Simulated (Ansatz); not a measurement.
# CH5BN2O: one species, many methods

An exercise on one series of results from a longer session: the logs are not shown, and one member is left open.

Method: functionals in def2-TZVPP, the program's frozen cores in correlated methods; program: Ansatz 0.2.0, Gaussian basis.

Plan: LDA (SPW92), PBE-D4, revPBE-D4, BLYP-D4, r2SCAN-D4, B97M-V, PBE0-D4, B3LYP-D4, r2SCANh-D4, r2SCAN0-D4, HSE06-D4, BHLYP-D4, CAM-B3LYP-D4, LC-ωPBE, ωB97X-V, ωB97M-V, B2PLYP, PBE-QIDH; CCSD(T)/def2-SVP; CCSD(T)/def2-TZVPP; MP2/def2-QZVPP; extrapolation to the limit; RPA on PBE.

### Structure used throughout

The geometry comes from an earlier relaxation with PBE0-D4 in a triple-zeta def2 set; it is a stationary point, not always the lowest conformer.

SMILES `N=C(O)BN`, 10 atoms, charge 0, spin multiplicity 1.

Atoms are counted from 1 here; the program's logs count them from 0.

Bond lengths: N1–C2 1.268 Å, N1–H6 1.016 Å, C2–O3 1.354 Å, C2–B4 1.581 Å, O3–H7 0.968 Å, B4–N5 1.379 Å, B4–H8 1.196 Å, N5–H9 1.005 Å, N5–H10 1.008 Å. Angles: C2–N1–H6 110.2°, N1–C2–O3 118.5°, N1–C2–B4 127.2°, O3–C2–B4 114.3°, C2–O3–H7 106.5°, C2–B4–N5 119.0°, C2–B4–H8 120.0°, N5–B4–H8 121.0°, B4–N5–H9 123.9°, B4–N5–H10 121.4°, H9–N5–H10 114.6°.

The first run:

in.yaml reads:

```yaml
crystal:
  periodic: [false, false, false]
  atoms:
    - {symbol: N, position_ang: [-0.406169, -1.670019, 1.102743]}
    - {symbol: C, position_ang: [0.119120, -0.693893, 0.486131]}
    - {symbol: O, position_ang: [1.464527, -0.550037, 0.531067]}
    - {symbol: B, position_ang: [-0.625732, 0.415643, -0.358125]}
    - {symbol: N, position_ang: [0.117773, 1.408839, -0.961065]}
    - {symbol: H, position_ang: [-1.415219, -1.656480, 0.985285]}
    - {symbol: H, position_ang: [1.802087, -1.279926, 1.070375]}
    - {symbol: H, position_ang: [-1.816305, 0.385158, -0.465918]}
    - {symbol: H, position_ang: [-0.278544, 2.149280, -1.513388]}
    - {symbol: H, position_ang: [1.121463, 1.440335, -0.874205]}
basis:
  gaussian: {orbitals: def2-TZVPP}
hamiltonian: {xc: lda}
output: {orbitals: {seedname: orbitals}}
```

Started as:

```console
$ ansatz run in.yaml --threads 2 --pin off --events-out ev --progress --plain --max-ram 4352MiB
```

Steps of the session up to this table: LDA; PBE-D4 (GGA); revPBE-D4 (GGA); BLYP-D4 (GGA); r2SCAN-D4 (meta-GGA); B97M-V (meta-GGA); PBE0-D4 (hybrid); B3LYP-D4 (hybrid); r2SCANh-D4 (hybrid); r2SCAN0-D4 (hybrid); HSE06-D4 (hybrid); BHLYP-D4 (hybrid); CAM-B3LYP-D4 (range-separated); LC-ωPBE (range-separated); ωB97X-V (range-separated); ωB97M-V (range-separated); B2PLYP (double hybrid); PBE-QIDH (double hybrid).

One of the session's tables, all rows but one given; the rest of the session is left out.

It belongs to the step «Orbital energies across the functionals». 

```
  functional  HOMO (eV)  gap (eV)
 LDA (SPW92)      -6.31      4.12
      PBE-D4      -6.16      4.23
   revPBE-D4      -6.10      4.27
     BLYP-D4      -6.07      4.28
   r2SCAN-D4      -6.48      4.73
      B97M-V      -6.65      4.95
     PBE0-D4      -7.71      6.74
    B3LYP-D4      -7.48      6.28
  r2SCANh-D4      -7.05      5.66
  r2SCAN0-D4      -7.93      7.06
    HSE06-D4      -7.30      5.95
    BHLYP-D4      -9.10      9.20
CAM-B3LYP-D4      -9.20      9.37
     LC-ωPBE          ?         ?
     ωB97X-V     -10.22     11.49
     ωB97M-V     -10.13     11.27
```

**Question.** Estimate the row for LC-ωPBE.

As computed: HOMO (eV): -10.56; gap (eV): 11.91. In the column «HOMO (eV)» it is the lowest.
